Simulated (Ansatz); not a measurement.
**SiH₄Se: one species, many methods**

How much do the methods differ for SiH₄Se? The plan is to run it at one geometry with functionals of several rungs and with coupled cluster, and see how far each lands from CCSD(T) at the basis-set limit for the atomisation energy.

The runs use Ansatz 0.2.0, Gaussian basis; functionals in def2-TZVPP, the program's frozen cores in correlated methods.

Levels to be run: LDA (SPW92), PBE-D4, revPBE-D4, BLYP-D4, r2SCAN-D4, B97M-V, PBE0-D4, B3LYP-D4, r2SCANh-D4, r2SCAN0-D4, HSE06-D4, BHLYP-D4, CAM-B3LYP-D4, LC-ωPBE, ωB97X-V, ωB97M-V, B2PLYP, PBE-QIDH; CCSD(T)/def2-SVP; CCSD(T)/def2-TZVPP; CCSD(T)/def2-QZVPP; extrapolation to the limit; RPA on PBE.

### Step 1. The geometry

The geometry comes from an earlier relaxation with PBE0-D4 in a triple-zeta def2 set; it is a stationary point.

SMILES `[SiH3][SeH]`, 6 atoms, charge 0, spin multiplicity 1.

Atoms are counted from 1 here; the program's logs count them from 0.

Bond lengths: Si1–Se2 2.279 Å, Si1–H3 1.484 Å, Si1–H4 1.483 Å, Si1–H5 1.484 Å, Se2–H6 1.469 Å. Angles: Se2–Si1–H3 111.5°, Se2–Si1–H4 104.9°, Se2–Si1–H5 111.4°, H3–Si1–H4 110.0°, H3–Si1–H5 109.1°, H4–Si1–H5 110.0°, Si1–Se2–H6 93.0°.

### Step 2. LDA

This LDA is Slater exchange with PW92 correlation.

File in.yaml:

```yaml
crystal:
  periodic: [false, false, false]
  atoms:
    - {symbol: Si, position_ang: [-0.244731, -0.234541, -0.474580]}
    - {symbol: Se, position_ang: [0.898727, -0.252130, 1.496856]}
    - {symbol: H, position_ang: [-1.605513, 0.334245, -0.308735]}
    - {symbol: H, position_ang: [-0.336923, -1.659639, -0.873449]}
    - {symbol: H, position_ang: [0.479938, 0.537757, -1.514304]}
    - {symbol: H, position_ang: [0.850603, 1.210309, 1.627912]}
basis:
  gaussian: {orbitals: def2-TZVPP}
hamiltonian: {xc: lda}
output: {orbitals: {seedname: orbitals}}
```

Command:

```
ansatz run in.yaml --threads 2 --pin off --events-out ev --progress --plain --max-ram 32768MiB --backend cpu
```

The runs that follow: PBE-D4 (GGA); revPBE-D4 (GGA); BLYP-D4 (GGA); r2SCAN-D4 (meta-GGA); B97M-V (meta-GGA); PBE0-D4 (hybrid); B3LYP-D4 (hybrid); r2SCANh-D4 (hybrid); r2SCAN0-D4 (hybrid); HSE06-D4 (hybrid); BHLYP-D4 (hybrid); CAM-B3LYP-D4 (range-separated); LC-ωPBE (range-separated); ωB97X-V (range-separated); ωB97M-V (range-separated); B2PLYP (double hybrid); PBE-QIDH (double hybrid); CCSD(T) in def2-SVP; CCSD(T) in def2-TZVPP; CCSD(T) in def2-QZVPP; RPA on PBE orbitals.

Q: Predict the results of all the runs planned. Wanted: atomisation energy, CCSD(T)/CBS; farthest beyond LDA; mean size of error, GGA; mean size of error, meta-GGA; mean size of error, hybrid; mean size of error, range-separated; mean size of error, double hybrid; gap, smallest and largest; T1 diagnostic.

As calculated:

```
                               quantity                                               value
        atomisation energy, CCSD(T)/CBS                                       1637.8 kJ/mol
 functionals within 16.4 kJ/mol (1.0 %)  r2SCAN-D4, B97M-V, B3LYP-D4, CAM-B3LYP-D4, ωB97X-V
                    farthest beyond LDA                            revPBE-D4 (-56.2 kJ/mol)
                mean size of error, GGA                                         41.2 kJ/mol
           mean size of error, meta-GGA                                         10.7 kJ/mol
             mean size of error, hybrid                                         28.4 kJ/mol
    mean size of error, range-separated                                         22.3 kJ/mol
      mean size of error, double hybrid                                         38.7 kJ/mol
              gap, smallest and largest           4.88 eV (LDA (SPW92)), 11.77 eV (LC-ωPBE)
                          T1 diagnostic                                              0.0092
triples share of the correlation energy                                               3.3 %
```

**Reading.** LDA overbinds by 164.9 kJ/mol (10 %). PBE-D4 is off by -33.0 kJ/mol. Double hybrids carry the basis error of their MP2 part in triple zeta, and no dispersion term here, so their miss is partly the set-up's. Taken by rung, meta-GGA functionals do best (10.7 kJ/mol on average) and GGA ones worst beyond LDA (41.2 kJ/mol). The reference freezes the cores and leaves out relativity and excitations past (T), and its outer-core shells are covered unevenly, so misses under about 16.4 kJ/mol can't be ranked. All levels share the lack of spin-orbit coupling, which lowers the free heavy atoms and so the true binding. Hartree-Fock recovers 74 % of the binding; the rest is correlation. CCSD(T) in def2-SVP is off by -130.2 kJ/mol, worse than the median functional, from the basis alone. The gap grows from 4.9 to 11.8 eV across the functionals, mostly with the share of exact exchange. Correlated methods include outer-core shells of Se, which these sets cover unevenly.
